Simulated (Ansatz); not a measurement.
NiF:

```xyz
2
Lattice="0.0000 2.3348 2.3348 2.3348 0.0000 2.3348 2.3348 2.3348 0.0000" Properties=species:S:1:pos:R:3 pbc="T T T"
Ni    0.0000    0.0000    0.0000
F     3.5023    3.5023    3.5023
```

The cell was built by a generator and needn't be a form met in nature.

- Program: Ansatz 0.2.0
- Task: single point
- Functional: PBE
- Potentials or basis: all-electron LAPW, scalar-relativistic
- Cutoff: 415 eV (chosen from the basis error)
- Basis error allowed: 0.001 eV/atom
- k mesh: 10 × 10 × 10
- Occupations: fermi-dirac, width 0.05 eV
- Spin: collinear spin, ferromagnetic start
- Starting moments: [1.0, 0.0] μB

On this cell: pressure 7.3 GPa; largest force zero by symmetry; net moment 1.17 μB per cell; site moments Ni +1.15; F +0.08 μB; band gap on the k mesh none (metal or under the smearing width).

The same run follows on a disturbed copy (atoms moved at random, drawn with an rms of 0.05 Å):

```xyz
2
Lattice="0.0000 2.3348 2.3348 2.3348 0.0000 2.3348 2.3348 2.3348 0.0000" Properties=species:S:1:pos:R:3 pbc="T T T"
Ni   -0.0575   -0.0238    0.0000
F     3.5172    3.5088    3.4932
```

Question: What changes?

Answer: The energy (extrapolated to zero smearing) moves by +1.0 meV/atom; pressure 7.7 GPa; largest force 0.098 eV/Å; net moment 1.16 μB per cell; site moments Ni +1.14; F +0.07 μB; band gap on the k mesh none (metal or under the smearing width).

Forces on the atoms (eV/Å):
```
Ni   0.089  0.038  0.016
F   -0.089 -0.038 -0.016
```

Stress tensor (GPa, compression positive):
```
7.63 0.20 0.49
0.20 7.70 1.29
0.49 1.29 7.72
```

Caveats: a cell with one magnetic atom can't hold antiferromagnetic order, which such compounds often take; semilocal functionals often make such compounds metallic where correlation or magnetic order opens a gap, which also shifts bond lengths.
